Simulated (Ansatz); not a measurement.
# FGeHS: the cost of one run

All numbers below are computed with Ansatz 0.2.0 (RKS PBE0-D4/def2-TZVP).

### 1 The system as given

Bond lengths: F1–Ge2 1.693 Å, Ge2–S3 2.220 Å, S3–H4 1.501 Å. Angles: F1–Ge2–S3 109.0°, Ge2–S3–H4 92.6°.

Structure file:

```xyz
4

F    -1.9974    0.4780    0.7464
Ge   -0.3884   -0.0247    0.8991
S     0.5598   -0.0311   -1.1083
H     1.8816   -0.4825   -0.5574
```

### 2 End point A

Input file input.yaml:

```yaml
crystal:
  periodic: [false, false, false]
  atoms:
    - { symbol: F, position_ang: [-1.9974, 0.478, 0.7464] }
    - { symbol: Ge, position_ang: [-0.3884, -0.0247, 0.8991] }
    - { symbol: S, position_ang: [0.5598, -0.0311, -1.1083] }
    - { symbol: H, position_ang: [1.8816, -0.4825, -0.5574] }
basis:
  gaussian: { orbitals: def2-TZVP }
hamiltonian:
  xc: pbe0
  dispersion: d4
relax:
  f_tol: 0.015
  max_steps: 40
output:
  orbitals: {}
```

Command:

```console
ansatz run input.yaml --threads 2 --pin off --max-ram 3072MiB --backend cpu --events-out ev --progress --plain --runs-dir out
```

What time and memory should one allow on 2 threads of Intel Xeon Platinum 8375C at 2.90GHz (Ice Lake), shared host?

About 11 s, with a peak of 0.25 GiB.
